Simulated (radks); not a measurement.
# Taking charge from the 4s level of Mo⁺ in fractions

Aim: follow energy and eigenvalue as charge leaves the 4s level of Mo⁺ bit by bit, and test Janak's theorem, Slater's transition state and the straight-line condition.

Program: radks (a radial shooting solver on a logarithmic mesh, Libxc functionals) version 1. Level of theory: scalar-relativistic Kohn-Sham, r2SCAN, spin-polarised, spherical densities, finite nucleus; open shells are filled with parallel spins first. These are calculated values, not measurements, unless marked.

## (1) The atom as given

* element: molybdenum (Z = 42)
* charge: +1
* electrons: 41
* configuration: [Ar] 3d10 4s(up 1, down 1) 4p6 4d5
* nuclear rms radius: 4.4091 fm

In the logs a row gives level, spin channel, occupation and eigenvalue; Etot, Ekin, Encl (electron-nucleus), Eh (Hartree) and Exc are energies, all in hartree; err is the last residual, it the number of iterations.

A shell typed twice in an input gives spin up, then spin down.

## (2) Start: [Ar] 3d10 4s(up 1, down 1) 4p6 4d5

Input:

```text
Z 42
configuration [Ar] 3d10 4s1 4s1 4p6 4d5
relativity scalar-relativistic
functional r2scan,r2scan
spin polarised
nucleus finite rms 4.4091 fm
c 137.035999084
```

The log of the run:

```text
1s      1   1.0000        -730.27347317
2s      1   1.0000        -103.78226360
2p      1   3.0000         -92.70546315
3s      1   1.0000         -18.04196787
3p      1   3.0000         -14.37864479
3d      1   5.0000          -8.43994379
4s      1   1.0000          -2.71165714
4p      1   3.0000          -1.74538960
4d      1   5.0000          -0.42587026
1s      2   1.0000        -730.27498961
2s      2   1.0000        -103.75550776
2p      2   3.0000         -92.68645103
3s      2   1.0000         -18.03396206
3p      2   3.0000         -14.36803342
3d      2   5.0000          -8.41881534
4s      2   1.0000          -2.58520352
4p      2   3.0000          -1.59996264
4d      2   0.0000          -0.24549715
Etot -4049.086881704339
Ekin 4175.024820955543
Encl -9748.894185672523
Eh 1648.7986653990629
Exc -124.01618238642158
err 2.9623715903843402e-06
it 12
```

Highest occupied level: 4d up at -11.589 eV.

From the orbitals of this run (lengths in bohr):

| level | occupation | energy (eV) | <r> | outermost maximum (interpolated) | 90 % within | nodes |
| --- | --- | --- | --- | --- | --- | --- |
| 3p down | 3 | -390.97 | 0.4300 | 0.377 | 0.649 | 1 |
| 3d up | 5 | -229.66 | 0.4153 | 0.323 | 0.663 | 0 |
| 3d down | 5 | -229.09 | 0.4153 | 0.324 | 0.663 | 0 |
| 4s up | 1 | -73.788 | 1.119 | 0.996 | 1.63 | 3 |
| 4s down | 1 | -70.347 | 1.107 | 0.987 | 1.61 | 3 |
| 4p up | 3 | -47.494 | 1.250 | 1.08 | 1.86 | 2 |
| 4p down | 3 | -43.537 | 1.231 | 1.07 | 1.83 | 2 |
| 4d up | 5 | -11.589 | 1.846 | 1.39 | 2.96 | 1 |

Radial density 4πr²ρ:

| r (bohr) | 4πr²ρ (e/bohr) |
| --- | --- |
| 0.00120 | 1.151 |
| 0.00180 | 2.380 |
| 0.00271 | 4.795 |
| 0.00411 | 9.412 |
| 0.00617 | 17.20 |
| 0.00928 | 28.82 |
| 0.0140 | 42.48 |
| 0.0212 | 52.25 |
| 0.0318 | 50.99 |
| 0.0479 | 44.98 |
| 0.0720 | 53.03 |
| 0.109 | 65.76 |
| 0.164 | 50.32 |
| 0.247 | 42.29 |
| 0.371 | 49.26 |
| 0.562 | 23.28 |
| 0.846 | 11.25 |
| 1.27 | 10.22 |
| 1.91 | 3.954 |
| 2.90 | 0.8401 |
| 4.36 | 0.09839 |

## (3) 0.125 electron removed from 4s

Input:

```text
Z 42
configuration [Ar] 3d10 4s1 4s0.875 4p6 4d5
relativity scalar-relativistic
functional r2scan,r2scan
spin polarised
nucleus finite rms 4.4091 fm
c 137.035999084
```

The log of the run:

```text
1s      1   1.0000        -730.34621163
2s      1   1.0000        -103.85168886
2p      1   3.0000         -92.77504335
3s      1   1.0000         -18.11068165
3p      1   3.0000         -14.44744330
3d      1   5.0000          -8.50884895
4s      1   1.0000          -2.77602445
4p      1   3.0000          -1.80722756
4d      1   5.0000          -0.47758348
1s      2   1.0000        -730.34666098
2s      2   1.0000        -103.82339319
2p      2   3.0000         -92.75456450
3s      2   1.0000         -18.10110521
3p      2   3.0000         -14.43500818
3d      2   5.0000          -8.48533375
4s      2   0.8750          -2.63783483
4p      2   3.0000          -1.65154051
4d      2   0.0000          -0.29131431
Etot -4048.760578617561
Ekin 4174.682182524219
Encl -9745.63951751703
Eh 1646.1547905151954
Exc -123.95803413994621
err 2.8341968212480944e-06
it 12
```

E − E(step 2, start: [Ar] 3d10 4s(up 1, down 1) 4p6 4d5) = +8.879 eV. Highest occupied level: 4d up at -12.996 eV.

## (4) 0.25 electron removed from 4s

Input:

```text
Z 42
configuration [Ar] 3d10 4s1 4s0.75 4p6 4d5
relativity scalar-relativistic
functional r2scan,r2scan
spin polarised
nucleus finite rms 4.4091 fm
c 137.035999084
```

The log of the run:

```text
1s      1   1.0000        -730.42073355
2s      1   1.0000        -103.92289653
2p      1   3.0000         -92.84640872
3s      1   1.0000         -18.18116058
3p      1   3.0000         -14.51800735
3d      1   5.0000          -8.57952036
4s      1   1.0000          -2.84198698
4p      1   3.0000          -1.87060264
4d      1   5.0000          -0.53087868
1s      2   1.0000        -730.42010821
2s      2   1.0000        -103.89306698
2p      2   3.0000         -92.82446433
3s      2   1.0000         -18.17000259
3p      2   3.0000         -14.50373631
3d      2   5.0000          -8.55360820
4s      2   0.7500          -2.69187696
4p      2   3.0000          -1.70456253
4d      2   0.0000          -0.33865415
Etot -4048.4276072562543
Ekin 4174.333086194099
Encl -9742.309758523083
Eh 1643.4477793063902
Exc -123.8987142336614
err 2.703032706396057e-06
it 12
```

Energy against step 2 (start: [Ar] 3d10 4s(up 1, down 1) 4p6 4d5): +17.940 eV. Highest occupied level: 4d up at -14.446 eV.

## (5) 0.375 electron removed from 4s

Input:

```text
Z 42
configuration [Ar] 3d10 4s1 4s0.625 4p6 4d5
relativity scalar-relativistic
functional r2scan,r2scan
spin polarised
nucleus finite rms 4.4091 fm
c 137.035999084
```

The log of the run:

```text
1s      1   1.0000        -730.49693298
2s      1   1.0000        -103.99577843
2p      1   3.0000         -92.91945127
3s      1   1.0000         -18.25329306
3p      1   3.0000         -14.59022531
3d      1   5.0000          -8.65184652
4s      1   1.0000          -2.90942937
4p      1   3.0000          -1.93540487
4d      1   5.0000          -0.58566066
1s      2   1.0000        -730.49522549
2s      2   1.0000        -103.96442077
2p      2   3.0000         -92.89604247
3s      2   1.0000         -18.24054318
3p      2   3.0000         -14.57410707
3d      2   5.0000          -8.62352825
4s      2   0.6250          -2.74717763
4p      2   3.0000          -1.75888608
4d      2   0.0000          -0.38740808
Etot -4048.0878009717408
Ekin 4173.977351849644
Encl -9738.909327449297
Eh 1640.6825444484084
Exc -123.83836982049601
err 2.5708689458130798e-06
it 12
```

Energy against step 2 (start: [Ar] 3d10 4s(up 1, down 1) 4p6 4d5): +27.186 eV. Highest occupied level: 4d up at -15.937 eV.

## (6) 0.5 electron removed from 4s

Input:

```text
Z 42
configuration [Ar] 3d10 4s1 4s0.5 4p6 4d5
relativity scalar-relativistic
functional r2scan,r2scan
spin polarised
nucleus finite rms 4.4091 fm
c 137.035999084
```

The log of the run:

```text
1s      1   1.0000        -730.57471560
2s      1   1.0000        -104.07023806
2p      1   3.0000         -92.99407470
3s      1   1.0000         -18.32697966
3p      1   3.0000         -14.66399770
3d      1   5.0000          -8.72572802
4s      1   1.0000          -2.97824953
4p      1   3.0000          -2.00153727
4d      1   5.0000          -0.64184406
1s      2   1.0000        -730.57191861
2s      2   1.0000        -104.03735780
2p      2   3.0000         -92.96920249
3s      2   1.0000         -18.31262766
3p      2   3.0000         -14.64602142
3d      2   5.0000          -8.69499529
4s      2   0.5000          -2.80359426
4p      2   3.0000          -1.81437881
4d      2   0.0000          -0.43747988
Etot -4047.7410115057537
Ekin 4173.614818784218
Encl -9735.44215144085
Eh 1637.863464918691
Exc -123.77714376781358
err 2.4384601313451396e-06
it 12
```

E − E(step 2, start: [Ar] 3d10 4s(up 1, down 1) 4p6 4d5) = +36.623 eV. The top filled level is 4d up, -17.465 eV.

## (7) 0.625 electron removed from 4s

Input:

```text
Z 42
configuration [Ar] 3d10 4s1 4s0.375 4p6 4d5
relativity scalar-relativistic
functional r2scan,r2scan
spin polarised
nucleus finite rms 4.4091 fm
c 137.035999084
```

The log of the run:

```text
1s      1   1.0000        -730.65399704
2s      1   1.0000        -104.14618902
2p      1   3.0000         -93.07019274
3s      1   1.0000         -18.40213150
3p      1   3.0000         -14.73923561
3d      1   5.0000          -8.80107604
4s      1   1.0000          -3.04835687
4p      1   3.0000          -2.06891402
4d      1   5.0000          -0.69935216
1s      2   1.0000        -730.65010328
2s      2   1.0000        -104.11179142
2p      2   3.0000         -93.04385801
3s      2   1.0000         -18.38616674
3p      2   3.0000         -14.71939028
3d      2   5.0000          -8.76792072
4s      2   0.3750          -2.86099213
4p      2   3.0000          -1.87091685
4d      2   0.0000          -0.48878388
Etot -4047.3871079143937
Ekin 4173.2453443671775
Encl -9731.911732618597
Eh 1634.9944562798396
Exc -123.71517594281386
err 2.306668503887749e-06
it 12
```

E − E(step 2, start: [Ar] 3d10 4s(up 1, down 1) 4p6 4d5) = +46.253 eV. The top filled level is 4d up, -19.030 eV.

## (8) 0.75 electron removed from 4s

Input:

```text
Z 42
configuration [Ar] 3d10 4s1 4s0.25 4p6 4d5
relativity scalar-relativistic
functional r2scan,r2scan
spin polarised
nucleus finite rms 4.4091 fm
c 137.035999084
```

The log of the run:

```text
1s      1   1.0000        -730.73470151
2s      1   1.0000        -104.22355352
2p      1   3.0000         -93.14772775
3s      1   1.0000         -18.47866897
3p      1   3.0000         -14.81585937
3d      1   5.0000          -8.87781092
4s      1   1.0000          -3.11967079
4p      1   3.0000          -2.13745897
4d      1   5.0000          -0.75811583
1s      2   1.0000        -730.72970380
2s      2   1.0000        -104.18764359
2p      2   3.0000         -93.11993127
3s      2   1.0000         -18.46107962
3p      2   3.0000         -14.79413296
3d      2   5.0000          -8.84222442
4s      2   0.2500          -2.91924261
4p      2   3.0000          -1.92838316
4d      2   0.0000          -0.54124336
Etot -4047.025975676117
Ekin 4172.8688032063965
Encl -9728.321205951652
Eh 1632.0790317063952
Exc -123.65260463725707
err 2.172043571692508e-06
it 12
```

Energy against step 2 (start: [Ar] 3d10 4s(up 1, down 1) 4p6 4d5): +56.080 eV. Highest occupied level: 4d up at -20.629 eV.

## (9) 0.875 electron removed from 4s

Input:

```text
Z 42
configuration [Ar] 3d10 4s1 4s0.125 4p6 4d5
relativity scalar-relativistic
functional r2scan,r2scan
spin polarised
nucleus finite rms 4.4091 fm
c 137.035999084
```

The log of the run:

```text
1s      1   1.0000        -730.81676063
2s      1   1.0000        -104.30226111
2p      1   3.0000         -93.22660940
3s      1   1.0000         -18.55652052
3p      1   3.0000         -14.89379742
3d      1   5.0000          -8.95586102
4s      1   1.0000          -3.19211936
4p      1   3.0000          -2.20710434
4d      1   5.0000          -0.81807264
1s      2   1.0000        -730.81065182
2s      2   1.0000        -104.26484376
2p      2   3.0000         -93.19735192
3s      2   1.0000         -18.53729275
3p      2   3.0000         -14.87017584
3d      2   5.0000          -8.91783328
4s      2   0.1250          -2.97822136
4p      2   3.0000          -1.98666609
4d      2   0.0000          -0.59478923
Etot -4046.6575160635202
Ekin 4172.485086303726
Encl -9724.67338887769
Eh 1629.1203546234294
Exc -123.58956811298488
err 2.032213716580499e-06
it 12
```

E − E(step 2, start: [Ar] 3d10 4s(up 1, down 1) 4p6 4d5) = +66.106 eV. Highest occupied level: 4d up at -22.261 eV.

## (10) 1 electron removed from 4s

Input:

```text
Z 42
configuration [Ar] 3d10 4s1 4s0 4p6 4d5
relativity scalar-relativistic
functional r2scan,r2scan
spin polarised
nucleus finite rms 4.4091 fm
c 137.035999084
```

The log of the run:

```text
1s      1   1.0000        -730.90011240
2s      1   1.0000        -104.38224766
2p      1   3.0000         -93.30677367
3s      1   1.0000         -18.63562171
3p      1   3.0000         -14.97298529
3d      1   5.0000          -9.03516173
4s      1   1.0000          -3.26563834
4p      1   3.0000          -2.27778962
4d      1   5.0000          -0.87916602
1s      2   1.0000        -730.89288532
2s      2   1.0000        -104.34332777
2p      2   3.0000         -93.27605595
3s      2   1.0000         -18.61473878
3p      2   3.0000         -14.94745123
3d      2   5.0000          -8.99468003
4s      2   0.0000          -3.03780647
4p      2   3.0000          -2.04565797
4d      2   0.0000          -0.64935885
Etot -4046.2816456924434
Ekin 4172.094100660712
Encl -9720.970822997908
Eh 1626.1212828345756
Exc -123.52620618982291
err 1.8861466882698808e-06
it 12
```

E − E(step 2, start: [Ar] 3d10 4s(up 1, down 1) 4p6 4d5) = +76.334 eV. The top filled level is 4d up, -23.923 eV.

## (11) All runs together

| removed (e) | E − E(0) (eV) | eigenvalue (eV) | E minus straight line (eV) |
| --- | --- | --- | --- |
| 0 | 0.000 | -70.347 | 0.000 |
| 0.125 | 8.879 | -71.779 | -0.663 |
| 0.25 | 17.940 | -73.250 | -1.144 |
| 0.375 | 27.186 | -74.755 | -1.439 |
| 0.5 | 36.623 | -76.290 | -1.544 |
| 0.625 | 46.253 | -77.852 | -1.456 |
| 0.75 | 56.080 | -79.437 | -1.171 |
| 0.875 | 66.106 | -81.042 | -0.686 |
| 1 | 76.334 | -82.663 | 0.000 |

In words: Removing the whole electron costs 76.334 eV, against 70.347 eV from minus the starting eigenvalue. Slater's transition state, half an electron removed, gives 76.290 eV. The trapezoid integral of minus the eigenvalue gives 76.363 eV over the range, against 76.334 eV from the energies (Janak's theorem; approximate here, since the scalar-relativistic density holds large components alone). The eigenvalue moves by 12.3 eV per electron. E bends below the straight line by 1.54 eV at 0.5 electron removed.
